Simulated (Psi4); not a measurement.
# CCSD(T)/STO-3G (sweep point 1) run of C2H3ClSi (SMILES ClC1=C[SiH2]1)

Aim: the vertical ionisation energy of C2H3ClSi at CCSD(T)/STO-3G (sweep point 1), from 2 runs. 

The calculation is run with Psi4 1.11.

## 1. The system as given

C2H3ClSi: 7 atoms, total charge 0, spin state singlet. As SMILES, `ClC1=C[SiH2]1`. The shape is that of a PBE0-D4/def2-TZVP optimisation.

Bond lengths: Cl1–C2 1.700 Å, C2–C3 1.327 Å, C2–Si4 1.804 Å, C3–Si4 1.819 Å, C3–H5 1.082 Å, Si4–H6 1.482 Å, Si4–H7 1.482 Å. Some angles: Cl1–C2–C3 135.8°, Cl1–C2–Si4 155.1°, C3–C2–Si4 69.2°, C2–C3–Si4 67.9°, C2–Si4–C3 43.0°, C2–C3–H5 137.0°, Si4–C3–H5 155.1°, C2–Si4–H6 121.6°, C2–Si4–H7 121.6°, C3–Si4–H6 121.6°.

## 2. The energy at CCSD(T)/STO-3G (sweep point 1)

The input, calc.in:

```
memory 1.6 GB

molecule m {
  0 1
  Cl    -1.169200    -2.293300     0.411500
  C     -0.358000    -0.819900     0.163200
  C      0.836800    -0.330000     0.466700
  Si    -0.185900     0.871600    -0.438900
  H      1.727500    -0.673800     0.975600
  H     -0.837800     2.011300     0.248800
  H      0.047800     1.166200    -1.872600
  symmetry c1
}

set basis STO-3G
set puream true
set scf_type pk
set num_frozen_docc 12

result, w = energy('ccsd(t)', return_wfn=True)
```

Run with:

```bash
$ psi4 -i calc.in -o calc.out -n 1
```

calc.out, cut to the lines that bear on the results:

```text
[...]
  Running in c1 symmetry.
[...]
  Nuclear repulsion =  179.922318629891919
[...]
  Multiplicity = 1
[...]
  Nalpha       = 23
  Nbeta        = 23
[...]
    Number of basis functions: 31
[...]
   @RHF iter   1:  -816.58760210553692   -2.20673e+00   6.62001e-03 DIIS/ADIIS
[...]
   @RHF iter  11:  -816.62215905290134    2.27374e-13   3.01863e-09 DIIS
[...]
    Orbital Energies [Eh]
    ---------------------
    Doubly Occupied:
       1A   -103.701570     2A    -68.016058     3A    -11.032853
       4A    -10.990682     5A    -10.382531     6A     -7.826834
       7A     -7.821214     8A     -7.821002     9A     -5.997309
      10A     -4.023725    11A     -4.022630    12A     -4.022145
      13A     -1.079830    14A     -0.972199    15A     -0.689095
      16A     -0.639692    17A     -0.553228    18A     -0.485704
      19A     -0.470984    20A     -0.428819    21A     -0.364114
      22A     -0.313458    23A     -0.297165
[...]
  @RHF Final Energy:  -816.62215905290134
   => Energetics <=
    Nuclear Repulsion Energy =            179.9223186298919188
    One-Electron Energy =               -1489.1832710244991631
    Two-Electron Energy =                 492.6387933417059912
    Total Energy =                       -816.6221590529013383
[...]
 Multipole Moments:
 ------------------------------------------------------------------------------------
     Multipole            Electronic (a.u.)      Nuclear  (a.u.)        Total (a.u.)
 ------------------------------------------------------------------------------------
 L = 1.  Multiply by 2.5417464519 to convert [e a0] to [Debye]
 Dipole X            :         -2.4196568            2.7853499            0.3656931
 Dipole Y            :         -4.8510903            5.8962282            1.0451379
 Dipole Z            :          0.9225231           -1.1862244           -0.2637014
 Magnitude           :                                                    1.1382368
[...]
      * MP2 total energy                      = -816.802364649955166
[...]
      * CCSD total energy                     = -816.840316908646855
[...]
      * CCSD(T) total energy                  = -816.844011315952685
[...]
```

It took 11 s on 1 thread of Intel Xeon at 2.50GHz (Skylake/Cascade Lake), shared host; peak memory 0.19 GiB.

## 3. The doublet cation, same level

The input, input.in:

```
memory 1.6 GB

molecule geom {
  1 2
  Cl    -1.169200    -2.293300     0.411500
  C     -0.358000    -0.819900     0.163200
  C      0.836800    -0.330000     0.466700
  Si    -0.185900     0.871600    -0.438900
  H      1.727500    -0.673800     0.975600
  H     -0.837800     2.011300     0.248800
  H      0.047800     1.166200    -1.872600
  symmetry c1
}

set globals {
  basis STO-3G
  reference uhf
  puream true
  scf_type pk
  num_frozen_docc 12
  maxiter 100
}

E = energy("ccsd(t)")
```

Run with:

```bash
$ psi4 -i input.in -o input.out -n 1
```

input.out, cut to the lines that bear on the results:

```text
[...]
  Running in c1 symmetry.
[...]
  Nuclear repulsion =  179.922318629891919
[...]
  Multiplicity = 2
[...]
  Nalpha       = 23
  Nbeta        = 22
[...]
    Number of basis functions: 31
[...]
   @UHF iter   1:  -816.22111468841740   -1.84024e+00   1.14195e-02 ADIIS/DIIS
[...]
   @UHF iter  35:  -816.33252973967569    2.04636e-12   5.17351e-09 DIIS
[...]
   @S^2 Observed:                7.751026358E-01
[...]
    Orbital Energies [Eh]
    ---------------------
    Alpha Occupied:
       1A   -104.021056     2A    -68.355187     3A    -11.360023
       4A    -11.319852     5A    -10.688349     6A     -8.136363
       7A     -8.126485     8A     -8.125342     9A     -6.328351
      10A     -4.358009    11A     -4.352258    12A     -4.350472
      13A     -1.376783    14A     -1.266245    15A     -0.980126
      16A     -0.910258    17A     -0.829610    18A     -0.754388
      19A     -0.753278    20A     -0.676101    21A     -0.649521
      22A     -0.620611    23A     -0.570604
    Alpha Virtual:
      24A      0.015584    25A      0.017636    26A      0.119479
[...]
  @UHF Final Energy:  -816.33252973967569
   => Energetics <=
    Nuclear Repulsion Energy =            179.9223186298919188
    One-Electron Energy =               -1475.6548906741177234
    Two-Electron Energy =                 479.4000423045502544
    Total Energy =                       -816.3325297396756923
  UHF NO Occupations:
  HONO-2 :   21  A 1.9954224
  HONO-1 :   22  A 1.9942083
[...]
 Multipole Moments:
 ------------------------------------------------------------------------------------
     Multipole            Electronic (a.u.)      Nuclear  (a.u.)        Total (a.u.)
 ------------------------------------------------------------------------------------
 L = 1.  Multiply by 2.5417464519 to convert [e a0] to [Debye]
 Dipole X            :         -1.9620640            2.7853499            0.8232859
 Dipole Y            :         -3.9540227            5.8962282            1.9422055
 Dipole Z            :          0.7561680           -1.1862244           -0.4300564
 Magnitude           :                                                    2.1528842
[...]
      * MP2 total energy                      = -816.516592624433997
[...]
      * CCSD total energy                     = -816.553703963754856
[...]
      * CCSD(T) total energy                     = -816.558613945077241
[...]
```

It took 20 s on 1 thread of Intel Xeon at 2.50GHz (Skylake/Cascade Lake), shared host; peak memory 0.19 GiB.

## 4. Outcome

At CCSD(T)/STO-3G (sweep point 1), 12 core orbitals frozen:

| quantity | value |
| --- | --- |
| singlet C2H3ClSi: total energy | -816.84401 Eh |
| singlet C2H3ClSi: HOMO energy (Hartree–Fock orbitals) | -8.09 eV |
| singlet C2H3ClSi: LUMO energy (Hartree–Fock orbitals) | 8.65 eV |
| singlet C2H3ClSi: HOMO–LUMO gap (Hartree–Fock orbitals) | 16.74 eV |
| singlet C2H3ClSi: correlation energy (12 core orbitals frozen) | -221.9 mEh |
| singlet C2H3ClSi: (T) correction | -3.69 mEh |
| singlet C2H3ClSi: T1 diagnostic | 0.007 |
| doublet cation: total energy | -816.55861 Eh |
| doublet cation: HOMO energy (Hartree–Fock orbitals) (highest over α and β) | -15.24 eV |
| doublet cation: LUMO energy (Hartree–Fock orbitals) (lowest over α and β) | -7.20 eV |
| doublet cation: correlation energy (12 core orbitals frozen) | -226.1 mEh |
| doublet cation: (T) correction | -4.91 mEh |
| doublet cation: ⟨S²⟩ of the reference determinant | 0.775 |
| doublet cation: T1 diagnostic | 0.036 |
| vertical ionisation energy (to the doublet cation) | 7.766 eV |

In words: The vertical ionisation energy comes to 7.77 eV (179 kcal/mol). In a minimal basis such a difference can be off by several eV, whatever the method. The triples (singlet C2H3ClSi) make up 1.7 % of the correlation energy. The triples (doublet cation) make up 2.2 % of the correlation energy.
